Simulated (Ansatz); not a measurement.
**CH₆FPSi: how energies converge with the basis set**

The task here is to estimate one member of a computed series from the others.

Computed with Ansatz 0.2.0, Gaussian basis. Level: one geometry, several basis sets.

The runs, in order: PBE0-D4/def2-SVP; ωB97M-V/def2-SVP; PBE0-D4/def2-QZVPP; ωB97M-V/def2-QZVPP; the functionals' def2-TZVPP values are taken from earlier runs.

## The geometry

All runs share one geometry, relaxed beforehand with PBE0-D4 in a triple-zeta def2 set.

SMILES `C[SiH](F)P`, 10 atoms, charge 0, spin multiplicity 1.

Atoms are counted from 1 here; the program's logs count them from 0.

Bond lengths: C1–Si2 1.856 Å, C1–H5 1.093 Å, C1–H6 1.093 Å, C1–H7 1.092 Å, Si2–F3 1.607 Å, Si2–P4 2.250 Å, Si2–H8 1.487 Å, P4–H9 1.423 Å, P4–H10 1.422 Å. Angles: Si2–C1–H5 110.3°, Si2–C1–H6 110.6°, Si2–C1–H7 111.0°, H5–C1–H6 108.3°, H5–C1–H7 108.2°, H6–C1–H7 108.5°, C1–Si2–F3 108.0°, C1–Si2–P4 115.4°, C1–Si2–H8 111.1°, F3–Si2–P4 107.1°, F3–Si2–H8 107.4°, P4–Si2–H8 107.5°, Si2–P4–H9 91.1°, Si2–P4–H10 93.9°, H9–P4–H10 93.3°.

Coordinates:

```
atom    x (Å)    y (Å)    z (Å)
  C1   0.0504   1.3352   0.0932
 Si2  -0.3133  -0.3908   0.6712
  F3   0.4602  -0.6214   2.0604
  P4   0.3281  -2.0334  -0.7259
  H5  -0.4811   1.5420  -0.8392
  H6  -0.2702   2.0659   0.8404
  H7   1.1194   1.4701  -0.0862
  H8  -1.7651  -0.5713   0.9364
  H9  -0.5130  -1.5246  -1.7547
 H10   1.4677  -1.3230  -1.1928
```

Set-up of the first run:

in.yaml reads:

```yaml
crystal:
  periodic: [false, false, false]
  atoms:
    - {symbol: C, position_ang: [0.050416, 1.335217, 0.093188]}
    - {symbol: Si, position_ang: [-0.313299, -0.390799, 0.671220]}
    - {symbol: F, position_ang: [0.460167, -0.621425, 2.060367]}
    - {symbol: P, position_ang: [0.328134, -2.033406, -0.725855]}
    - {symbol: H, position_ang: [-0.481058, 1.542046, -0.839151]}
    - {symbol: H, position_ang: [-0.270175, 2.065896, 0.840370]}
    - {symbol: H, position_ang: [1.119366, 1.470070, -0.086244]}
    - {symbol: H, position_ang: [-1.765125, -0.571251, 0.936387]}
    - {symbol: H, position_ang: [-0.513006, -1.524587, -1.754727]}
    - {symbol: H, position_ang: [1.467680, -1.322961, -1.192755]}
basis:
  gaussian: {orbitals: def2-SVP}
hamiltonian: {xc: pbe0, dispersion: d4}
output: {orbitals: {seedname: orbitals}}
```

On the command line:

```sh
$ ansatz run in.yaml --threads 2 --pin off --events-out ev --progress --plain --max-ram 4352MiB
```

Among the steps run: PBE0-D4 in def2-SVP; ωB97M-V in def2-SVP; PBE0-D4 in def2-QZVPP; ωB97M-V in def2-QZVPP.

One of the session's tables, all rows but one given; the rest of the session is left out.

It belongs to the step «Functionals by basis». 

```
functional       basis  HOMO (eV)  LUMO (eV)
   PBE0-D4    def2-SVP      -7.56       0.57
   PBE0-D4  def2-TZVPP      -7.61       0.16
   PBE0-D4  def2-QZVPP      -7.63       0.02
   ωB97M-V    def2-SVP      -9.62       2.57
   ωB97M-V  def2-TZVPP          ?          ?
   ωB97M-V  def2-QZVPP      -9.72       1.53
```

**Question.** Estimate the row for ωB97M-V, def2-TZVPP.

**Answer.** HOMO (eV): -9.70; LUMO (eV): 2.00. In the column «HOMO (eV)» it lies between ωB97M-V, def2-QZVPP (-9.72) and ωB97M-V, def2-SVP (-9.62).
